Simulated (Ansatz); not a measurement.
# LiGa: response to strain

LiGa is deformed so: zz strain of +2 %. What stress and forces result, by LAPW, PAW and all-electron datasets made for the crystal?

Program: Ansatz 0.2.0. Level of theory: DFT PBEsol, scalar-relativistic. These are calculated values, not measurements.

### 1 The system as given

It takes space group Fd-3m (No. 227, cubic). Conventional cell: a = 6.169 Å, b = 6.169 Å, c = 6.169 Å, α = 90.00°, β = 90.00°, γ = 90.00°. Around Li (site symmetry -43m) lie 4 Ga at 2.67 Å and 4 Li at 2.67 Å. Ga (site symmetry -43m) is surrounded by 4 Li at 2.67 Å and 4 Ga at 2.67 Å.

Structure file:

```cif
data_structure
_symmetry_space_group_name_H-M 'Fd-3m:1'
_symmetry_Int_Tables_number 227
_cell_length_a 6.1690
_cell_length_b 6.1690
_cell_length_c 6.1690
_cell_angle_alpha 90.000
_cell_angle_beta 90.000
_cell_angle_gamma 90.000
_cell_volume 234.77
loop_
_atom_site_label
_atom_site_type_symbol
_atom_site_symmetry_multiplicity
_atom_site_Wyckoff_symbol
_atom_site_fract_x
_atom_site_fract_y
_atom_site_fract_z
_atom_site_occupancy
Li1 Li 8 b 0.00000 0.00000 0.50000 1
Ga1 Ga 8 a 0.50000 0.00000 0.50000 1
```

The file gives the conventional cell by its symmetry; the runs use the cell typed in the input.

Atoms are numbered in the order of the input: Li1, Li2, Ga3, Ga4.

### 2 The deformed structure

Space group Fd-3m before, I4_1/amd after.

### 3 Full-potential LAPW

File input.yaml:

```yaml
crystal:
  lattice:
    - [0.0, 3.0845, 3.14619]
    - [3.0845, 0.0, 3.14619]
    - [3.0845, 3.0845, 0.0]
  atoms:
    - { symbol: Li, position: [0.0, 0.0, 0.0] }
    - { symbol: Li, position: [0.25, 0.25, 0.25] }
    - { symbol: Ga, position: [0.5, 0.5, 0.5] }
    - { symbol: Ga, position: [0.75, 0.75, 0.75] }
kpoints:
  mp_grid: { grid: [12, 12, 12] }
  band_path:
    path:
      - [0.0, 0.0, 0.0]
      - [0.0, 0.5, 0.5]
      - [0.25, 0.75, 0.5]
      - [0.0, 0.5, 0.0]
      - [0.0, 0.0, 0.0]
      - [0.5, 0.5, 0.0]
      - [0.3701460977, 0.6298539023, 0.0]
      - [-0.3701460977, 0.3701460977, 0.0]
      - [0.0, 0.0, 0.0]
    npoints: 5
scf:
  occupations: { method: fermi_dirac, width: 0.05 }
hamiltonian:
  xc: pbesol
  pseudopotentials: { kind: all_electron, lapw: { basis_error: 0.0005 } }
output:
  forces: true
  stress: true
  eigenvalues: true
```

Started as:

```bash
ansatz run input.yaml --threads 1 --pin off --max-ram 4096MiB --backend cpu --events-out ev --progress --plain --runs-dir out
```

### 4 Frozen-core PAW

File input.yaml:

```yaml
crystal:
  lattice:
    - [0.0, 3.0845, 3.14619]
    - [3.0845, 0.0, 3.14619]
    - [3.0845, 3.0845, 0.0]
  atoms:
    - { symbol: Li, position: [0.0, 0.0, 0.0] }
    - { symbol: Li, position: [0.25, 0.25, 0.25] }
    - { symbol: Ga, position: [0.5, 0.5, 0.5] }
    - { symbol: Ga, position: [0.75, 0.75, 0.75] }
kpoints:
  mp_grid: { grid: [12, 12, 12] }
scf:
  occupations: { method: fermi_dirac, width: 0.05 }
hamiltonian:
  xc: pbesol
  pseudopotentials: { kind: paw }
output:
  forces: true
  stress: true
  eigenvalues: true
  efg: { contact_densities: true }
  write_density: true
  write_potential: true
  elf: true
  volumetric_format: npy
```

### 5 All-electron PAW on datasets made for the crystal

Changes to input.yaml since step 4:

```diff
@@ -16,3 +16,3 @@
   xc: pbesol
-  pseudopotentials: { kind: paw }
+  pseudopotentials: { kind: all_electron, datasets: crystal }
 output:
@@ -22,5 +22 @@
   efg: { contact_densities: true }
-  write_density: true
-  write_potential: true
-  elf: true
-  volumetric_format: npy
```

(Steps that only read results are left out.)

**Question.** What will these runs give? Wanted: pressure; largest shear or deviatoric stress.

**Answer**, as computed:

```
                                 quantity                                              value
                                 pressure  LAPW -1.15, PAW -1.15, crystal datasets -1.15 GPa
largest shear or deviatoric stress (LAPW)                                           0.38 GPa
```

**Reading.** The largest part of the stress beyond the pressure is 0.38 GPa in size, in the zz component; the atoms are carried along and not relaxed. No run of the undeformed cell stands beside it, so pressure and stress hold what the given cell had before the change, as far as its symmetry allows. PAW: stress within 0.01 GPa of LAPW. Crystal datasets: stress within 0.01 GPa of LAPW.
